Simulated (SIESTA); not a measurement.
The system is MnO2.

```
Mn O
1.0
     0.00000    4.01999    4.01999
     4.01999    0.00000    4.01999
     4.01999    4.01999    0.00000
Mn O
4 8
Direct
  0.12500 0.12500 0.12500
  0.12500 0.12500 0.62500
  0.62500 0.12500 0.12500
  0.12500 0.62500 0.12500
  0.36095 0.36095 0.36095
  0.36095 0.36095 0.91714
  0.91714 0.36095 0.36095
  0.36095 0.91714 0.36095
  0.88905 0.88905 0.33286
  0.88905 0.88905 0.88905
  0.88905 0.33286 0.88905
  0.33286 0.88905 0.88905
```

The cell is a database's computed one.

A run of SIESTA 5.4.2 on this cell left the log below. Logs are shortened: lines on timing, memory, paths and dates and some standing lists are left out, and cuts for length are marked.

```text
Version         : 5.4.2

[... 6 lines left out ...]
 NOTE: Please see the manual for full details and compatibility measures.

reinit: Reading from file MnO2.fdf

reinit: -----------------------------------------------------------------------
reinit: System Name: MnO2
reinit: -----------------------------------------------------------------------
reinit: System Label: MnO2
reinit: -----------------------------------------------------------------------

NOTE on units for spin output:
{S} is the spin magnetic moment, in units of the Bohr magneton,
assuming a g-factor for the electron spin of exactly 2.
The spin magnetic moment is then numerically equal to the charge inbalance,
in units of electrons, between the spin-up and -down channels.

initatom: Reading input for the pseudopotentials and atomic orbitals ----------
Species number:   1 Atomic number:   25 Label: Mn
Species number:   2 Atomic number:    8 Label: O

Ground state valence configuration (from tables):   4s02  4p00  3d05  4f00
Ground state valence configuration (from tables):   2s02  2p04  3d00  4f00

---- Processing specs for species: Mn
Reading pseudopotential information in PSML from:
  Mn.psml
PSML file version: 1.1
Using libxc ids:  116 133
GGA--PBEsol XC_GGA_X_PBE_SOL--XC_GGA_C_PBE_SOL ps
Semicore shell(s) with  8 electrons included in the valence for Mn

---- Processing specs for species: O
Reading pseudopotential information in PSML from:
  O.psml
PSML file version: 1.1
Using libxc ids:  116 133
GGA--PBEsol XC_GGA_X_PBE_SOL--XC_GGA_C_PBE_SOL ps

---- Pseudopotential check for Mn

Pseudized shells:
3s( 2.00) rc: 1.40
3p( 6.00) rc: 1.20
3d( 5.00) rc: 1.60
Valence configuration for ps generation: 3s:3p:3d:4s: Total charge:  15.000000
Semicore shell(s): 3s 3p

---- Pseudopotential check for O

Pseudized shells:
[... 729 lines left out ...]

Species: O
Atom  Qatom  Qorb
               2s      2s      2py     2pz     2px     2py     2pz     2px
               3Pdxy   3Pdyz   3Pdz2   3Pdxz   3Pdx2-y2
   5  3.343   0.988  -0.048   0.881   0.881   0.881  -0.088  -0.088  -0.088
              0.004   0.004   0.005   0.004   0.005
   6  3.343   0.988  -0.048   0.881   0.881   0.881  -0.088  -0.088  -0.088
              0.004   0.004   0.005   0.004   0.005
   7  3.343   0.988  -0.048   0.881   0.881   0.881  -0.088  -0.088  -0.088
              0.004   0.004   0.005   0.004   0.005
   8  3.343   0.988  -0.048   0.881   0.881   0.881  -0.088  -0.088  -0.088
              0.004   0.004   0.005   0.004   0.005
   9  3.343   0.988  -0.048   0.881   0.881   0.881  -0.088  -0.088  -0.088
              0.004   0.004   0.005   0.004   0.005
  10  3.343   0.988  -0.048   0.881   0.881   0.881  -0.088  -0.088  -0.088
              0.004   0.004   0.005   0.004   0.005
  11  3.343   0.988  -0.048   0.881   0.881   0.881  -0.088  -0.088  -0.088
              0.004   0.004   0.005   0.004   0.005
  12  3.343   0.988  -0.048   0.881   0.881   0.881  -0.088  -0.088  -0.088
              0.004   0.004   0.005   0.004   0.005

mulliken: Qtot =       59.998

mulliken: Spin DOWN

Species: Mn
Atom  Qatom  Qorb
               3s      3s      4s      4s      3py     3pz     3px     3py
               3pz     3px     4py     4pz     4px     3dxy    3dyz    3dz2
               3dxz    3dx2-y2 3dxy    3dyz    3dz2    3dxz    3dx2-y2
   1  5.416   0.960   0.018   0.005   0.065   0.972   0.972   0.972   0.027
              0.027   0.027   0.075   0.075   0.075   0.180   0.180   0.383

              0.180   0.383  -0.028  -0.028  -0.039  -0.028  -0.039
   2  5.416   0.960   0.018   0.005   0.066   0.972   0.972   0.972   0.027
              0.027   0.027   0.075   0.075   0.075   0.180   0.180   0.383
[... 5 lines left out ...]
              0.180   0.383  -0.028  -0.028  -0.039  -0.028  -0.039
   4  5.416   0.960   0.018   0.005   0.066   0.972   0.972   0.972   0.027
              0.027   0.027   0.075   0.075   0.075   0.180   0.180   0.383

              0.180   0.383  -0.028  -0.028  -0.039  -0.028  -0.039

Species: O
Atom  Qatom  Qorb
               2s      2s      2py     2pz     2px     2py     2pz     2px
               3Pdxy   3Pdyz   3Pdz2   3Pdxz   3Pdx2-y2
   5  3.292   0.990  -0.051   0.857   0.857   0.857  -0.079  -0.079  -0.079
              0.003   0.003   0.004   0.003   0.004
   6  3.292   0.990  -0.051   0.857   0.857   0.857  -0.079  -0.079  -0.079
              0.003   0.003   0.004   0.003   0.004
   7  3.292   0.990  -0.051   0.857   0.857   0.857  -0.079  -0.079  -0.079
              0.003   0.003   0.004   0.003   0.004
   8  3.292   0.990  -0.051   0.857   0.857   0.857  -0.079  -0.079  -0.079
              0.003   0.003   0.004   0.003   0.004
   9  3.292   0.990  -0.051   0.857   0.857   0.857  -0.079  -0.079  -0.079
              0.003   0.003   0.004   0.003   0.004
  10  3.292   0.990  -0.051   0.857   0.857   0.857  -0.079  -0.079  -0.079
              0.003   0.003   0.004   0.003   0.004
  11  3.292   0.990  -0.051   0.857   0.857   0.857  -0.079  -0.079  -0.079
              0.003   0.003   0.004   0.003   0.004
  12  3.292   0.990  -0.051   0.857   0.857   0.857  -0.079  -0.079  -0.079
              0.003   0.003   0.004   0.003   0.004

mulliken: Qtot =       48.002

Mulliken Atomic Populations:
Atom #   charge [q] valence [e]      Sz [e]  Species
     1     1.271550   13.728450    2.896908  Mn
     2     1.271570   13.728430    2.896915  Mn
     3     1.271570   13.728430    2.896915  Mn
     4     1.271570   13.728430    2.896915  Mn
     5    -0.635785    6.635785    0.051057  O
     6    -0.635782    6.635782    0.051055  O
     7    -0.635782    6.635782    0.051055  O
     8    -0.635782    6.635782    0.051055  O
     9    -0.635782    6.635782    0.051055  O
    10    -0.635785    6.635785    0.051057  O
    11    -0.635782    6.635782    0.051055  O
    12    -0.635782    6.635782    0.051055  O
 Total    -0.000000               11.996094

Job completed
```

What input gives this log?

Single point with PBEsol, collinear spin, ferromagnetic start. The files as run (others can give the same):

MnO2.fdf
```
SystemName                      MnO2
SystemLabel                     MnO2
NumberOfSpecies                 2
NumberOfAtoms                   12
%block ChemicalSpeciesLabel
  1  25 Mn
  2   8 O
%endblock ChemicalSpeciesLabel

LatticeConstant                 1.0 Ang
%block LatticeVectors
     0.0000000000     4.0199925062     4.0199925062
     4.0199925062     0.0000000000     4.0199925062
     4.0199925062     4.0199925062     0.0000000000
%endblock LatticeVectors
AtomicCoordinatesFormat         Fractional
%block AtomicCoordinatesAndAtomicSpecies
     0.1250000000     0.1250000000     0.1250000000  1  Mn
     0.1250000000     0.1250000000     0.6250000000  1  Mn
     0.6250000000     0.1250000000     0.1250000000  1  Mn
     0.1250000000     0.6250000000     0.1250000000  1  Mn
     0.3609537633     0.3609537633     0.3609537633  2  O
     0.3609537633     0.3609537633     0.9171387100  2  O
     0.9171387100     0.3609537633     0.3609537633  2  O
     0.3609537633     0.9171387100     0.3609537633  2  O
     0.8890462367     0.8890462367     0.3328612900  2  O
     0.8890462367     0.8890462367     0.8890462367  2  O
     0.8890462367     0.3328612900     0.8890462367  2  O
     0.3328612900     0.8890462367     0.8890462367  2  O
%endblock AtomicCoordinatesAndAtomicSpecies

%block kgrid.MonkhorstPack
    6   0   0  0.0
    0   6   0  0.0
    0   0   6  0.0
%endblock kgrid.MonkhorstPack
XC.Functional                   GGA
XC.Authors                      PBEsol
PAO.BasisSize                   DZP
PAO.EnergyShift                 0.003 Ry
Mesh.Cutoff                     800 Ry
Spin                            polarized
%block DM.InitSpin
    1   4.000
    2   4.000
    3   4.000
    4   4.000
    5   0.000
    6   0.000
    7   0.000
    8   0.000
    9   0.000
   10   0.000
   11   0.000
   12   0.000
%endblock DM.InitSpin
OccupationFunction              FD
ElectronicTemperature           0.05 eV
MaxSCFIterations                200
SCF.MustConverge                false
SCF.Mixer.Method                Pulay
SCF.Mixer.Weight                0.1
SCF.Mixer.History               10
SCF.DM.Tolerance                5.0e-05
SCF.H.Tolerance                 1.0e-03 eV
WriteForces                     true
Charge.Mulliken                 end
%block PAO.Basis
  Mn 5
  n=3 0 2
    2.738 0.000
  n=4 0 2
    7.595 0.000
  n=3 1 2
    3.070 0.000
  n=4 1 1
    7.595
  n=3 2 2
    5.098 0.000
%endblock PAO.Basis
```

Potentials or basis: PseudoDojo 0.4 standard (PBEsol files), DZP (energy shift 0.003 Ry; two zetas on semicore shells).
The run is started by
```sh
$ siesta MnO2.fdf > MnO2.out 2>&1
```

Caveat: only a ferromagnetic start was run, and an antiferromagnetic order may lie lower in energy.
